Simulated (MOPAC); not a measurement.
# SiHCl2OF (SMILES O[Si](F)(Cl)Cl): PM3

We compute a structure relaxation of SiHCl2OF. 

Program for the calculation: MOPAC 23.2.5.

1 further run of the same task is left out (set aside as unsound or not needed).

## Step 1: The molecule

SiHCl2OF has 6 atoms, charge 0, and is taken as a singlet. As SMILES, `O[Si](F)(Cl)Cl`. All atoms were displaced at random from a relaxed shape. The run starts from this shape.

Bond lengths: O1–Si2 1.616 Å, Si2–F3 1.558 Å, Si2–Cl4 2.032 Å, Si2–Cl5 2.007 Å, O1–H6 0.941 Å. Angles: O1–Si2–F3 112.1°, O1–Si2–Cl4 111.0°, O1–Si2–Cl5 107.2°, F3–Si2–Cl4 107.3°, F3–Si2–Cl5 108.3°, Cl4–Si2–Cl5 110.9°, Si2–O1–H6 118.6°.

## Step 2: A structure relaxation at PM3

Contents of job.mop:

```
pm3 gnorm=0.05 cycles=300 gradients mullik disp singlet ef threads=1 aux(precision=6)


O     -0.496758     0.457964     1.129121
Si     0.235407     0.011106    -0.240718
F      1.586395    -0.716533     0.027288
Cl    -0.933291    -1.260972    -1.310689
Cl     0.614704     1.683190    -1.283613
H     -0.952236    -0.194964     1.630371
```

Started as:

```
$ mopac job.mop
```

Q: Predict the results. Wanted: total energy at the end; dipole moment; HOMO energy; LUMO energy; HOMO–LUMO gap; heat of formation.

Answer, from the run:

Level: PM3.

| quantity | value |
| --- | --- |
| total energy at the end | -53.73302 Eh |
| dipole moment | 1.93 D |
| HOMO energy | -10.75 eV |
| LUMO energy | -0.76 eV |
| HOMO–LUMO gap | 9.99 eV |
| heat of formation | -257.4 kcal/mol |

**Reading.** At the final geometry: Bond lengths: O1–Si2 1.663 Å, Si2–F3 1.567 Å, Si2–Cl4 2.063 Å, Si2–Cl5 2.063 Å, O1–H6 0.943 Å. Angles: O1–Si2–F3 108.4°, O1–Si2–Cl4 111.3°, O1–Si2–Cl5 111.3°, F3–Si2–Cl4 108.6°, F3–Si2–Cl5 108.5°, Cl4–Si2–Cl5 108.8°, Si2–O1–H6 120.6°. The optimisation took 59 steps and changed the energy by -0.104 eV. Mulliken charges run from -0.54 on O1 to +1.56 on Si2.
